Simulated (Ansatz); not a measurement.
Write a Python script for the Ansatz DFT code, driven from Python that makes the interaction energy of a dimer with the counterpoise correction of BrH. Level of theory (for the species named): r2SCAN, def2-SVP basis, multiplicity 1.

```yaml
atoms:
  - { symbol: H, position_ang: [0.0000, 0.0000, 0.0000] }
  - { symbol: Br, position_ang: [0.0000, 0.0000, 1.4350] }
```

`dimer_brh.py`
```python
"""Interaction energy of two BrH molecules, with the counterpoise correction."""

import ansatz as az
import numpy as np

FIRST = [
    ("H", (0.0, 0.0, -0.7175)),
    ("Br", (0.0, 0.0, 0.7175)),
]
SECOND = [
    ("H", (-0.9444, -1.4984, -2.9643)),
    ("Br", (-0.4448, -2.0796, -1.7511)),
]

def energy(atoms, ghosts=()):
    molecule = az.Crystal.molecule()
    for symbol, xyz in atoms:
        molecule = molecule.atom(symbol, xyz)
    calc = (
        molecule.calculation()
        .basis(gaussian="def2-SVP")
        .functional("r2SCAN")
    )
    deck = calc.input()
    if ghosts:
        deck = deck.set(az.key.basis.gaussian.ghost_atoms, [{"symbol": s, "position_ang": list(xyz)} for s, xyz in ghosts])
    return az.Session.from_dict(deck).plan().execute().report["free_energy_ev"]

# ghost atoms carry the functions of the partner
direction = np.array([-0.2285, -0.5885, -0.7756])
print("shift (A)   counterpoise-corrected interaction (eV)")
for shift in (-0.3, 0.0, 0.4, 1.0, 2.0):
    moved = [(s, tuple(np.round(np.array(xyz) + shift * direction, 4))) for s, xyz in SECOND]
    gain = energy(FIRST + moved) - energy(FIRST, moved) - energy(moved, FIRST)
    print(f"{shift:8.2f} {gain:14.3f}")
```

```console
$ python dimer_brh.py
shift (A)   counterpoise-corrected interaction (eV)
   -0.30          0.766
    0.00          0.245
    0.40          0.014
    1.00         -0.028
    2.00         -0.010
```

Reading the output:
- The dimer is a generated trial pose of unrelaxed monomers, not a minimum, so the figure is no binding energy, and the basis set is small.
- This level lacks the dispersion part of the attraction (electrostatics and induction are there), which can decide the sign where the interaction is weak.
- Timing: 31 s on 1 thread of Arm Neoverse V1, on a shared host, peak memory 0.19 GiB.

(Lines on the test bed's own set-up are left out of the output.)
